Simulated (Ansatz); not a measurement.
# CaWO4: the cost of one run

Method: DFT r2SCAN, scalar-relativistic, plane waves, PAW, in Ansatz 0.2.0.

### 1 The system as given

Symmetry: I4_1/a, No. 88, tetragonal system. The conventional cell has a = 5.245 Å, b = 5.245 Å, c = 11.381 Å, α = 90.00°, β = 90.00°, γ = 90.00°. Ca (site symmetry -4) has 8 O at 2.47 Å as nearest neighbours. W (site symmetry -4) is surrounded by 4 O at 1.76 Å. O (site symmetry 1) is surrounded by 1 W at 1.76 Å and 2 Ca at 2.47 Å.

Structure file:

```
CELL_PARAMETERS angstrom
-2.62240 2.62240 5.69065
2.62240 -2.62240 5.69065
2.62240 2.62240 -5.69065
ATOMIC_POSITIONS crystal
Ca 0.75000 0.25000 0.50000
Ca 0.00000 0.00000 0.00000
W 0.25000 0.75000 0.50000
W 0.50000 0.50000 0.00000
O 0.09499 0.98566 0.41337
O 0.73566 0.82229 0.39067
O 0.57229 0.68162 0.58663
O 0.43162 0.34499 0.60933
O 0.65501 0.26434 0.08663
O 0.01434 0.42771 0.10933
O 0.17771 0.56838 0.91337
O 0.31838 0.90501 0.89067
```

The structure rests on an entry of the Crystallography Open Database; cell or positions may have been set otherwise for this series.

### 2 Relaxing cell and atoms: CaWO4, no spin, 14 GPa

The input, input.yaml:

```yaml
crystal:
  lattice:
    - [-2.6223985, 2.6223985, 5.69065]
    - [2.6223985, -2.6223985, 5.69065]
    - [2.6223985, 2.6223985, -5.69065]
  atoms:
    - { symbol: Ca, position: [0.75, 0.25, 0.5] }
    - { symbol: Ca, position: [0.0, 0.0, 0.0] }
    - { symbol: W, position: [0.25, 0.75, 0.5] }
    - { symbol: W, position: [0.5, 0.5, 0.0] }
    - { symbol: O, position: [0.09499, 0.98566, 0.41337] }
    - { symbol: O, position: [0.73566, 0.82229, 0.39067] }
    - { symbol: O, position: [0.57229, 0.68162, 0.58663] }
    - { symbol: O, position: [0.43162, 0.34499, 0.60933] }
    - { symbol: O, position: [0.65501, 0.26434, 0.08663] }
    - { symbol: O, position: [0.01434, 0.42771, 0.10933] }
    - { symbol: O, position: [0.17771, 0.56838, 0.91337] }
    - { symbol: O, position: [0.31838, 0.90501, 0.89067] }
scf:
  occupations: { method: fixed }
output:
  forces: true
  stress: true
  eigenvalues: true
  write_density: true
  write_potential: true
  elf: true
  volumetric_format: npy
kpoints:
  mp_grid: { grid: [6, 6, 6] }
hamiltonian:
  xc: r2scan
relax:
  f_tol: 0.005
  max_steps: 60
  cell: { stress_tol: 0.03, p_target: 14.0 }
```

Launch:

```
> ansatz run input.yaml --threads 4 --pin off --max-ram 10240MiB --backend cpu --events-out ev --progress --plain --runs-dir out
```

What time and memory should one allow on 4 threads of AMD EPYC 9R45 (Zen 5), shared host?

About 37 s, with a peak of 1.3 GiB.
